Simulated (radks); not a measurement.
# Pt³⁺ in [Kr] 4d10 4f14 5s2 5p4 5d7 6s2: an all-electron calculation

What are the levels of the platinum ion Pt3+, how large are its shells, and how does its energy divide?

Program: radks (a radial shooting solver on a logarithmic mesh, Libxc functionals) version 1. Level of theory: scalar-relativistic Kohn-Sham, HCTH/407, spin-polarised, spherical densities, finite nucleus; open shells are filled with parallel spins first. These are calculated values, not measurements, unless marked.

**1. What is computed**

- element: platinum (Z = 78)
- charge: +3
- electrons: 75
- configuration: [Kr] 4d10 4f14 5s2 5p4 5d7 6s2
- nuclear rms radius: 5.427 fm

Outer shells as boxes (Hund's rule):

Pt³⁺
```
[Kr] core
4d [↑↓][↑↓][↑↓][↑↓][↑↓]
4f [↑↓][↑↓][↑↓][↑↓][↑↓][↑↓][↑↓]
5s [↑↓]
5p [↑↓][↑ ][↑ ]
5d [↑↓][↑↓][↑ ][↑ ][↑ ]
6s [↑↓]
```

**2. The calculation**

Input:

```text
Z 78
configuration [Kr] 4d10 4f14 5s2 5p4 5d7 6s2 6p0 7s0 5f0 6d0
relativity scalar-relativistic
functional hcth_407
spin polarised
nucleus finite rms 5.427 fm
c 137.035999084
```

What does the calculation give?

**Answer**, as computed:

```
                        quantity                     value
                    total energy       -18413.6162 hartree
exchange-correlation share of it                    1.97 %
                            −T/E                    1.1145
          highest occupied level       6s down, -35.475 eV
    most extended occupied level  6s down, <r> = 2.25 bohr
 radius at density 0.001 e/bohr³                 3.69 bohr
    maxima of the radial density                         4
```

**Reading.** The radial density shows 4 maxima for 6 occupied principal shells; where shells overlap, one shows as a shoulder or not at all. Relativity lifts −T/E to 1.115. This is not the tabulated ground configuration, so its levels and sizes aren't those of the ground state, and no measured value stands beside it.
